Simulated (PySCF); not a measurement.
MgS (Niningerite) in PySCF: the effect of exact exchange share

MgS (Niningerite):

```xyz
2
Lattice="0.0000 2.6016 2.6016 2.6016 0.0000 2.6016 2.6016 2.6016 0.0000" Properties=species:S:1:pos:R:3 pbc="T T T"
S     2.6016    2.6016    2.6016
Mg    0.0000    0.0000    0.0000
```

Alike in all runs:

```yaml
Program: PySCF 2.14.0
Task: atomic charges
Potentials_or_basis: gth-dzvp/gth-pbe (potentials made for PBE)
k_mesh: 3 × 3 × 3
Occupations: fixed
Spin: no spin polarisation
```

```csv
exact exchange share,functional,gap on the mesh (eV)
0.05,PBE0 form with 5 % exact exchange,3.95
0.1,PBE0 form with 10 % exact exchange,4.35
0.15,PBE0 form with 15 % exact exchange,4.75
0.25,PBE0 form with 25 % exact exchange,5.56
0.35,PBE0 form with 35 % exact exchange,6.38
0.5,PBE0 form with 50 % exact exchange,?
0.75,PBE0 form with 75 % exact exchange,9.72
1,PBE0 form with 100 % exact exchange,11.85
```

**Question.** What does the run with exact exchange share 0.5 give?

**Answer.** gap on the mesh 7.62 eV.

Worked out: A straight line through the other rows of the gap on the mesh, of slope 8.32 eV per unit of exact exchange share, gives 7.66 eV, against the run's 7.62.

Caveats: all runs use coarse meshes; on so small a mesh gaps with full-range exact exchange can be off by tenths of an eV to over 1 eV; the default atom-centred grid shifts energies of crystals by up to some 10 meV an atom and pressures by some 0.5 GPa; an odd mesh through Γ misses points on the zone boundary, where band edges often lie; the basis of atomic orbitals isn't converged, which shifts pressures, moduli and gaps.

Runs at the PBE level aren't shown here.
